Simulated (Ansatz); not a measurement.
# CoH (quintet): B2PLYP, RPA-PBE over vertical spin and charge gaps, def2-SVP

Aim: run CoH (quintet) with these functionals over vertical spin and charge gaps, and hold them against the top wave-function level at the same points.

Computed with Ansatz 0.2.0, Gaussian basis. Level: def2-SVP, all electrons in the functionals, frozen cores in the correlation of double hybrids and RPA.

To be run: B2PLYP, RPA-PBE, at charge 0, quintet; charge 0, triplet; charge 0, septet; charge 1, quartet; charge 1, sextet.

7 further runs of the same task are left out: 2 that didn't finish, 5 set aside as unsound or not needed.

## 1. The geometry

The geometry is a PBE0/def2-TZVP stationary point (not a proven minimum).

2 atoms, charge 0, spin multiplicity 5.

Atoms are counted from 1 here; the program's logs count them from 0.

Bond lengths: Co1–H2 1.633 Å.

No dispersion term is added.

The geometry shown and the zero of energy belong to the point charge 0, quintet. The yardstick, UCCSDTQ, and other wave-function levels (R restricted, U unrestricted, valence and pair active spaces) come from earlier runs.

## 2. B2PLYP, charge 0, quintet

File in.yaml:

```yaml
crystal:
  periodic: [false, false, false]
  atoms:
    - {symbol: Co, position_ang: [0.000000, 0.000000, 0.000000]}
    - {symbol: H, position_ang: [0.000000, 0.000000, 1.633200]}
basis:
  gaussian: {orbitals: def2-SVP}
magnetization: {spin_polarized: true, initial_magnetization: 4}
hamiltonian: {xc: {name: B2PLYP}}
correlation: {electrons: outside_noble_gas}
```

Command:

```console
> ansatz run in.yaml --threads 1 --pin off --events-out ev --progress --plain --max-ram 3968MiB --backend cpu
```

The log of the run:

```text
Functional definition: B2PLYP
  name "B2PLYP"
  cite "Grimme, J. Chem. Phys. 124, 034108 (2006) doi:10.1063/1.2148954"
  cite "Becke, Phys. Rev. A 38, 3098 (1988) doi:10.1103/PhysRevA.38.3098"
  cite "Lee, Yang & Parr, Phys. Rev. B 37, 785 (1988) doi:10.1103/PhysRevB.37.785"
  parameter a = 0.53
  parameter c = 0.27
  exchange = (1 - a)*b88_x + a*exact_x
  correlation = (1 - c)*lyp_c + c*(mp2_os + mp2_ss)
385 factors; integrals over basis functions are off by at most 1.3e-3 eV
mean field evaluation 1: about -37624.1353 eV, gradient 1.1e1 eV
mean field evaluation 2: about -37624.1813 eV, gradient 1.1e1 eV
mean field evaluation 4: about -37624.9596 eV, gradient 2.0e0 eV
mean field evaluation 8: about -37625.0288 eV, gradient 6.2e-2 eV
mean field evaluation 16: about -37625.0289 eV, gradient 9.1e-5 eV
mean field evaluation 32: about -37624.1353 eV, gradient 1.1e1 eV
mean field evaluation 64: about -37625.5798 eV, gradient 8.2e-2 eV
mean field -37625.58422302 eV, -1382.7147166590 hartree, gradient 1.3e-7 eV, S^2 6.003466; 8 other end points of the search recorded, 0 dependent functions left out
9 core orbitals not correlated: weight in the atoms' cores, before any rotation towards them, 1.000 or more for the frozen orbitals, at most 0.000 for the correlated occupied ones
reference -37625.58434118 eV, -1382.7147210012 hartree; 7, 3 occupied and 20, 24 virtual orbitals, 385 factors
second order -5.00379148 eV of doubles, -0.00000000 eV of singles
Total energy: -37626.93536487 eV, -1382.7643702063 hartree
```

It took 5.5 s on 1 thread of AMD EPYC 7R13, shared host.

From the report: ⟨S²⟩ of the determinant 6.003 (pure quintet: 6.00).

## 3. B2PLYP, charge 0, triplet

Edit in.yaml of step 2 so:

```diff
@@ -7,3 +7,3 @@
   gaussian: {orbitals: def2-SVP}
-magnetization: {spin_polarized: true, initial_magnetization: 4}
+magnetization: {spin_polarized: true, initial_magnetization: 2}
 hamiltonian: {xc: {name: B2PLYP}}
```

Same command.

The log of the run, cut to the lines that bear on the results:

```text
Functional definition: B2PLYP
  name "B2PLYP"
  cite "Grimme, J. Chem. Phys. 124, 034108 (2006) doi:10.1063/1.2148954"
  cite "Becke, Phys. Rev. A 38, 3098 (1988) doi:10.1103/PhysRevA.38.3098"
  cite "Lee, Yang & Parr, Phys. Rev. B 37, 785 (1988) doi:10.1103/PhysRevB.37.785"
[...]
385 factors; integrals over basis functions are off by at most 1.3e-3 eV
[...]
mean field -37625.76839826 eV, -1382.7214849741 hartree, gradient 2.6e-6 eV, S^2 2.710802; 9 other end points of the search recorded, 0 dependent functions left out
9 core orbitals not correlated: weight in the atoms' cores, before any rotation towards them, 1.000 or more for the frozen orbitals, at most 0.000 for the correlated occupied ones
reference -37625.76851380 eV, -1382.7214892203 hartree; 6, 4 occupied and 21, 23 virtual orbitals, 385 factors
second order -5.95680738 eV of doubles, -0.00000000 eV of singles
Total energy: -37627.37685179 eV, -1382.7805945513 hartree
```

It took 5.5 s on 1 thread of AMD EPYC 7R13, shared host.

From the report: ⟨S²⟩ of the determinant 2.711 (pure triplet: 2.00). The determinant is far from a pure spin state, so its energy mixes those of several spin states (harmless only where they are near-degenerate, as at dissociation).

From charge 0, quintet: -10.2 kcal/mol.

## 4. B2PLYP, charge 0, septet

Edit in.yaml of step 3 so:

```diff
@@ -7,3 +7,3 @@
   gaussian: {orbitals: def2-SVP}
-magnetization: {spin_polarized: true, initial_magnetization: 2}
+magnetization: {spin_polarized: true, initial_magnetization: 6}
 hamiltonian: {xc: {name: B2PLYP}}
```

The command is unchanged.

The log of the run, cut to the lines that bear on the results:

```text
Functional definition: B2PLYP
  name "B2PLYP"
  cite "Grimme, J. Chem. Phys. 124, 034108 (2006) doi:10.1063/1.2148954"
  cite "Becke, Phys. Rev. A 38, 3098 (1988) doi:10.1103/PhysRevA.38.3098"
  cite "Lee, Yang & Parr, Phys. Rev. B 37, 785 (1988) doi:10.1103/PhysRevB.37.785"
[...]
385 factors; integrals over basis functions are off by at most 1.3e-3 eV
[...]
mean field -37619.86763355 eV, -1382.5046358709 hartree, gradient 2.2e-8 eV, S^2 12.004334; 8 other end points of the search recorded, 0 dependent functions left out
9 core orbitals not correlated: weight in the atoms' cores, before any rotation towards them, 1.000 or more for the frozen orbitals, at most 0.000 for the correlated occupied ones
reference -37619.86775667 eV, -1382.5046403954 hartree; 8, 2 occupied and 19, 25 virtual orbitals, 385 factors
second order -4.49601984 eV of doubles, -0.00000000 eV of singles
Total energy: -37621.08168203 eV, -1382.5492513294 hartree
```

Run time: 4.6 s. Hardware: 1 thread of AMD EPYC 7R13, shared host.

From the report: ⟨S²⟩ of the determinant 12.004 (pure septet: 12.00).

From charge 0, quintet: +135.0 kcal/mol.

## 5. B2PLYP, charge 1, quartet

Edit in.yaml of step 4 so:

```diff
@@ -7,3 +7,4 @@
   gaussian: {orbitals: def2-SVP}
-magnetization: {spin_polarized: true, initial_magnetization: 6}
+total_charge: 1
+magnetization: {spin_polarized: true, initial_magnetization: 3}
 hamiltonian: {xc: {name: B2PLYP}}
```

Launched as before.

The log of the run, cut to the lines that bear on the results:

```text
Functional definition: B2PLYP
  name "B2PLYP"
  cite "Grimme, J. Chem. Phys. 124, 034108 (2006) doi:10.1063/1.2148954"
  cite "Becke, Phys. Rev. A 38, 3098 (1988) doi:10.1103/PhysRevA.38.3098"
  cite "Lee, Yang & Parr, Phys. Rev. B 37, 785 (1988) doi:10.1103/PhysRevB.37.785"
[...]
385 factors; integrals over basis functions are off by at most 1.3e-3 eV
[...]
mean field -37618.70974727 eV, -1382.4620843349 hartree, gradient 2.8e-6 eV, S^2 3.791321; 8 other end points of the search recorded, 0 dependent functions left out
9 core orbitals not correlated: weight in the atoms' cores, before any rotation towards them, 1.000 or more for the frozen orbitals, at most 0.000 for the correlated occupied ones
reference -37618.70985323 eV, -1382.4620882287 hartree; 6, 3 occupied and 21, 24 virtual orbitals, 385 factors
second order -5.07473201 eV of doubles, -0.00000000 eV of singles
Total energy: -37620.08003087 eV, -1382.5124413283 hartree
```

Run time: 5.5 s. Hardware: 1 thread of AMD EPYC 7R13, shared host.

From the report: ⟨S²⟩ of the determinant 3.791 (pure quartet: 3.75).

From charge 0, quintet: +158.1 kcal/mol.

## 6. B2PLYP, charge 1, sextet

Edit in.yaml of step 5 so:

```diff
@@ -8,3 +8,3 @@
 total_charge: 1
-magnetization: {spin_polarized: true, initial_magnetization: 3}
+magnetization: {spin_polarized: true, initial_magnetization: 5}
 hamiltonian: {xc: {name: B2PLYP}}
```

Same command.

The log of the run, cut to the lines that bear on the results:

```text
Functional definition: B2PLYP
  name "B2PLYP"
  cite "Grimme, J. Chem. Phys. 124, 034108 (2006) doi:10.1063/1.2148954"
  cite "Becke, Phys. Rev. A 38, 3098 (1988) doi:10.1103/PhysRevA.38.3098"
  cite "Lee, Yang & Parr, Phys. Rev. B 37, 785 (1988) doi:10.1103/PhysRevB.37.785"
[...]
385 factors; integrals over basis functions are off by at most 1.3e-3 eV
[...]
mean field -37615.57660655 eV, -1382.3469435373 hartree, gradient 2.3e-6 eV, S^2 8.753218; 7 other end points of the search recorded, 0 dependent functions left out
9 core orbitals not correlated: weight in the atoms' cores, before any rotation towards them, 1.000 or more for the frozen orbitals, at most 0.000 for the correlated occupied ones
reference -37615.57673278 eV, -1382.3469481762 hartree; 7, 2 occupied and 20, 25 virtual orbitals, 385 factors
second order -4.05719821 eV of doubles, -0.00000000 eV of singles
Total energy: -37616.67217630 eV, -1382.3872049828 hartree
```

Run time: 4 s. Hardware: 1 thread of AMD EPYC 7R13, shared host.

From the report: ⟨S²⟩ of the determinant 8.753 (pure sextet: 8.75).

From charge 0, quintet: +236.7 kcal/mol.

## 7. RPA-PBE, charge 0, quintet

File in.yaml:

```yaml
crystal:
  periodic: [false, false, false]
  atoms:
    - {symbol: Co, position_ang: [0.000000, 0.000000, 0.000000]}
    - {symbol: H, position_ang: [0.000000, 0.000000, 1.633200]}
basis:
  gaussian: {orbitals: def2-SVP}
magnetization: {spin_polarized: true, initial_magnetization: 4}
hamiltonian: {xc: {name: PBE}}
correlation: {method: rpa, electrons: outside_noble_gas}
```

The command is unchanged.

The log of the run, cut to the lines that bear on the results:

```text
Functional definition: PBE
  name "PBE"
  cite "Perdew, Burke & Ernzerhof, Phys. Rev. Lett. 77, 3865 (1996) doi:10.1103/PhysRevLett.77.3865"
  parent pbe
[...]
385 factors; integrals over basis functions are off by at most 1.3e-3 eV
[...]
mean field -37628.41914012 eV, -1382.8188979409 hartree, gradient 1.4e-6 eV, S^2 6.001149; 12 other end points of the search recorded, 0 dependent functions left out
9 core orbitals not correlated: weight in the atoms' cores, before any rotation towards them, 1.000 or more for the frozen orbitals, at most 0.000 for the correlated occupied ones
reference -37598.01860324 eV, -1381.7016988168 hartree; 7, 3 occupied and 20, 24 virtual orbitals, 385 factors
Total energy: -37606.08622127 eV, -1381.9981783109 hartree
```

It took 7 s on 1 thread of AMD EPYC 7R13, shared host.

From the report: ⟨S²⟩ of the determinant 6.001 (pure quintet: 6.00).

## 8. RPA-PBE, charge 0, triplet

Edit in.yaml of step 7 so:

```diff
@@ -7,3 +7,3 @@
   gaussian: {orbitals: def2-SVP}
-magnetization: {spin_polarized: true, initial_magnetization: 4}
+magnetization: {spin_polarized: true, initial_magnetization: 2}
 hamiltonian: {xc: {name: PBE}}
```

Launched as before.

The log of the run, cut to the lines that bear on the results:

```text
Functional definition: PBE
  name "PBE"
  cite "Perdew, Burke & Ernzerhof, Phys. Rev. Lett. 77, 3865 (1996) doi:10.1103/PhysRevLett.77.3865"
  parent pbe
[...]
385 factors; integrals over basis functions are off by at most 1.3e-3 eV
[...]
mean field -37629.45124169 eV, -1382.8568269739 hartree, gradient 2.2e-6 eV, S^2 2.084600; 8 other end points of the search recorded, 0 dependent functions left out
9 core orbitals not correlated: weight in the atoms' cores, before any rotation towards them, 1.000 or more for the frozen orbitals, at most 0.000 for the correlated occupied ones
reference -37597.02931809 eV, -1381.6653432580 hartree; 6, 4 occupied and 21, 23 virtual orbitals, 385 factors
Total energy: -37606.67004440 eV, -1382.0196334152 hartree
```

It took 6.5 s on 1 thread of AMD EPYC 7R13, shared host.

From the report: ⟨S²⟩ of the determinant 2.085 (pure triplet: 2.00).

From charge 0, quintet: -13.5 kcal/mol.

## 9. RPA-PBE, charge 0, septet

Edit in.yaml of step 8 so:

```diff
@@ -7,3 +7,3 @@
   gaussian: {orbitals: def2-SVP}
-magnetization: {spin_polarized: true, initial_magnetization: 2}
+magnetization: {spin_polarized: true, initial_magnetization: 6}
 hamiltonian: {xc: {name: PBE}}
```

The command is unchanged.

The log of the run, cut to the lines that bear on the results:

```text
Functional definition: PBE
  name "PBE"
  cite "Perdew, Burke & Ernzerhof, Phys. Rev. Lett. 77, 3865 (1996) doi:10.1103/PhysRevLett.77.3865"
  parent pbe
[...]
385 factors; integrals over basis functions are off by at most 1.3e-3 eV
[...]
mean field -37622.58415265 eV, -1382.6044661063 hartree, gradient 5.6e-7 eV, S^2 12.000785; 19 other end points of the search recorded, 0 dependent functions left out
9 core orbitals not correlated: weight in the atoms' cores, before any rotation towards them, 1.000 or more for the frozen orbitals, at most 0.000 for the correlated occupied ones
reference -37593.74938037 eV, -1381.5448077700 hartree; 8, 2 occupied and 19, 25 virtual orbitals, 385 factors
Total energy: -37600.77572607 eV, -1381.8030212119 hartree
```

Run time: 10 s. Hardware: 1 thread of AMD EPYC 7R13, shared host.

From the report: ⟨S²⟩ of the determinant 12.001 (pure septet: 12.00).

From charge 0, quintet: +122.5 kcal/mol.

## 10. RPA-PBE, charge 1, quartet

Edit in.yaml of step 9 so:

```diff
@@ -7,3 +7,4 @@
   gaussian: {orbitals: def2-SVP}
-magnetization: {spin_polarized: true, initial_magnetization: 6}
+total_charge: 1
+magnetization: {spin_polarized: true, initial_magnetization: 3}
 hamiltonian: {xc: {name: PBE}}
```

The command is unchanged.

The log of the run, cut to the lines that bear on the results:

```text
Functional definition: PBE
  name "PBE"
  cite "Perdew, Burke & Ernzerhof, Phys. Rev. Lett. 77, 3865 (1996) doi:10.1103/PhysRevLett.77.3865"
  parent pbe
[...]
385 factors; integrals over basis functions are off by at most 1.3e-3 eV
[...]
mean field -37621.66073091 eV, -1382.5705309835 hartree, gradient 2.1e-6 eV, S^2 3.755152; 12 other end points of the search recorded, 0 dependent functions left out
9 core orbitals not correlated: weight in the atoms' cores, before any rotation towards them, 1.000 or more for the frozen orbitals, at most 0.000 for the correlated occupied ones
reference -37591.13978129 eV, -1381.4489067727 hartree; 6, 3 occupied and 21, 24 virtual orbitals, 385 factors
Total energy: -37599.29248601 eV, -1381.7485131451 hartree
```

Wall time 6.5 s (1 thread of AMD EPYC 7R13, shared host).

From the report: ⟨S²⟩ of the determinant 3.755 (pure quartet: 3.75).

From charge 0, quintet: +156.7 kcal/mol.

## 11. RPA-PBE, charge 1, sextet

Edit in.yaml of step 10 so:

```diff
@@ -8,3 +8,3 @@
 total_charge: 1
-magnetization: {spin_polarized: true, initial_magnetization: 3}
+magnetization: {spin_polarized: true, initial_magnetization: 5}
 hamiltonian: {xc: {name: PBE}}
```

The command is unchanged.

The log of the run, cut to the lines that bear on the results:

```text
Functional definition: PBE
  name "PBE"
  cite "Perdew, Burke & Ernzerhof, Phys. Rev. Lett. 77, 3865 (1996) doi:10.1103/PhysRevLett.77.3865"
  parent pbe
[...]
385 factors; integrals over basis functions are off by at most 1.3e-3 eV
[...]
mean field -37617.86024442 eV, -1382.4308656808 hartree, gradient 1.8e-6 eV, S^2 8.750997; 11 other end points of the search recorded, 0 dependent functions left out
9 core orbitals not correlated: weight in the atoms' cores, before any rotation towards them, 1.000 or more for the frozen orbitals, at most 0.000 for the correlated occupied ones
reference -37589.66096074 eV, -1381.3945611197 hartree; 7, 2 occupied and 20, 25 virtual orbitals, 385 factors
Total energy: -37596.11420367 eV, -1381.6317134233 hartree
```

It took 4.6 s on 1 thread of AMD EPYC 7R13, shared host.

From the report: ⟨S²⟩ of the determinant 8.751 (pure sextet: 8.75).

From charge 0, quintet: +230.0 kcal/mol.

## 12. Against the wave-function levels

The yardstick is UCCSDTQ, where the cluster series has nearly closed. It comes from earlier runs at the same points. Energies in kcal/mol, counted from charge 0, quintet; blanks weren't run or aren't comparable.

| level | quintet to triplet | quintet to septet | ionisation to the quartet cation | ionisation to the sextet cation |
| --- | --- | --- | --- | --- |
| UCCSDTQ | -6.5 | 129.1 | 154.8 | 231.0 |
| B2PLYP | -10.2 | 135.0 | 158.1 | 236.7 |
| RPA-PBE | -13.5 | 122.5 | 156.7 | 230.0 |

Largest miss and mean time a point (UCCSDTQ took 77 s a point; shared hosts):

| level | largest miss (kcal/mol) | where | time a point |
| --- | --- | --- | --- |
| B2PLYP | +5.9 | quintet to septet | 5 s |
| RPA-PBE | -6.9 | quintet to triplet | 6.9 s |

## 13. Summary of results

| quantity | value |
| --- | --- |
| quintet to triplet, UCCSDTQ | -6.5 kcal/mol |
| quintet to septet, UCCSDTQ | 129.1 kcal/mol |
| ionisation to the quartet cation, UCCSDTQ | 154.8 kcal/mol |
| ionisation to the sextet cation, UCCSDTQ | 231.0 kcal/mol |
| largest miss, B2PLYP | +5.9 kcal/mol (quintet to septet) |
| largest miss, RPA-PBE | -6.9 kcal/mol (quintet to triplet) |

In words: Of the functionals, B2PLYP keep the smallest largest miss at the points compared (at most 5.9 kcal/mol) and RPA-PBE strays most (6.9 kcal/mol, at quintet to triplet). B2PLYP clearly breaks the spin symmetry at some points (⟨S²⟩ up to 0.71 above the pure value), so energy there is bought with a mixed spin. Functionals and the yardstick converge differently with the basis, so part of each miss in def2-SVP is the basis.
